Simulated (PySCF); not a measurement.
# Changing the system itself: SbP

How does SbP answer to another spin, charge, distance or environment?

Method: method and basis as typed in the scripts; program: PySCF 2.14.0.

2 further runs of the same task are left out: 2 for a known fault of the program.

### Step 1. The starting structure

SbP: 2 atoms, charge 0, spin multiplicity 1.

Bond lengths: Sb1–P2 2.794 Å.

### Step 2. The run that the others are compared with

Contents of input.py:

```python
from pyscf import gto, dft

mol = gto.M(
    atom='Sb 0 0 0; P 0 0 2.794',
    basis='def2-svp',
    ecp={'Sb': 'def2-svp'},
    charge=0,
    spin=0,
    verbose=4,
)
mf = dft.RKS(mol, xc='hse06')
mf.kernel()
mf.mulliken_pop()
mf.dip_moment()
print('orbital energies (hartree):', mf.mo_energy[..., max(0, mol.nelec[1]-3):mol.nelec[0]+3].round(4))
```

On the command line:

```sh
$ OMP_NUM_THREADS=1 python input.py
```

The log of this run is left out.

It gives: E(SCF) = -581.295341 Eh, μ = 1.51 D.

The bond length is a typed value, not an optimised one.

### Step 3. Charge +1 (doublet, UKS)

Variant 1 changes charge: 0 → 1; spin (2S): 0 → 1; SCF type: RKS → UKS.

Contents of input.py:

```python
from pyscf import gto, dft

mol = gto.M(
    atom='Sb 0 0 0; P 0 0 2.794',
    basis='def2-svp',
    ecp={'Sb': 'def2-svp'},
    charge=1,
    spin=1,
    verbose=4,
)
mf = dft.UKS(mol, xc='hse06')
mf.kernel()
mf.mulliken_pop()
mf.dip_moment()
print('orbital energies (hartree):', [e[max(0, n-3):n+3].round(4) for e, n in zip(mf.mo_energy, mol.nelec)])
```

On the command line:

```sh
$ OMP_NUM_THREADS=1 python input.py
```

### Step 4. Bond 2.235 Å

Variant 2 changes bond length: 2.794 Å → 2.235 Å.

Changes to input.py since step 2:

```diff
@@ -3,3 +3,3 @@
 mol = gto.M(
-    atom='Sb 0 0 0; P 0 0 2.794',
+    atom='Sb 0 0 0; P 0 0 2.235',
     basis='def2-svp',
```

### Step 5. Bond 2.99 Å

Variant 3 changes bond length: 2.794 Å → 2.99 Å.

Changes to input.py since step 2:

```diff
@@ -3,3 +3,3 @@
 mol = gto.M(
-    atom='Sb 0 0 0; P 0 0 2.794',
+    atom='Sb 0 0 0; P 0 0 2.99',
     basis='def2-svp',
```

### Step 6. Electric field 0.05 a.u.

Variant 4 changes electric field: none → 0.05 a.u.

Changes to input.py since step 2:

```diff
@@ -11,2 +11,7 @@
 mf = dft.RKS(mol, xc='hse06')
+field = 0.05  # electric field along z, atomic units
+h = mf.get_hcore() + field*mol.intor('int1e_r')[2]
+mf.get_hcore = lambda *args: h
+e_nuc = mol.energy_nuc() - field*mol.atom_charges() @ mol.atom_coords()[:, 2]
+mf.energy_nuc = lambda *args: e_nuc
 mf.kernel()
```

What does the calculation give? Wanted: for each run, E(SCF); from base; gap, α spin; SCF dipole.

As calculated:

```
                     run  E(SCF) (hartree)  from base (eV)  cycles  gap, α spin (eV)  SCF dipole (D)
                    base       -581.295341               0      20              1.84            1.51
charge +1 (doublet, UKS)       -581.002677         +7.9638      17              2.08             n/a
            bond 2.235 Å       -581.376941         -2.2204      12              3.56            1.50
             bond 2.99 Å       -581.259955         +0.9629      17              1.46            1.46
electric field 0.05 a.u.       -581.419473         -3.3778      26              1.83           14.18
```

What this shows: The largest comparable shift of the SCF energy, -3.378 eV, comes with the run “electric field 0.05 a.u.”. At the SCF level, going to the doublet with one electron fewer costs 7.96 eV at fixed geometry, against 5.91 eV for the negative of the highest filled level. With bond 2.235 Å the frontier gap moves by over 1.5 eV, which can mean another electronic state rather than the bond length alone.
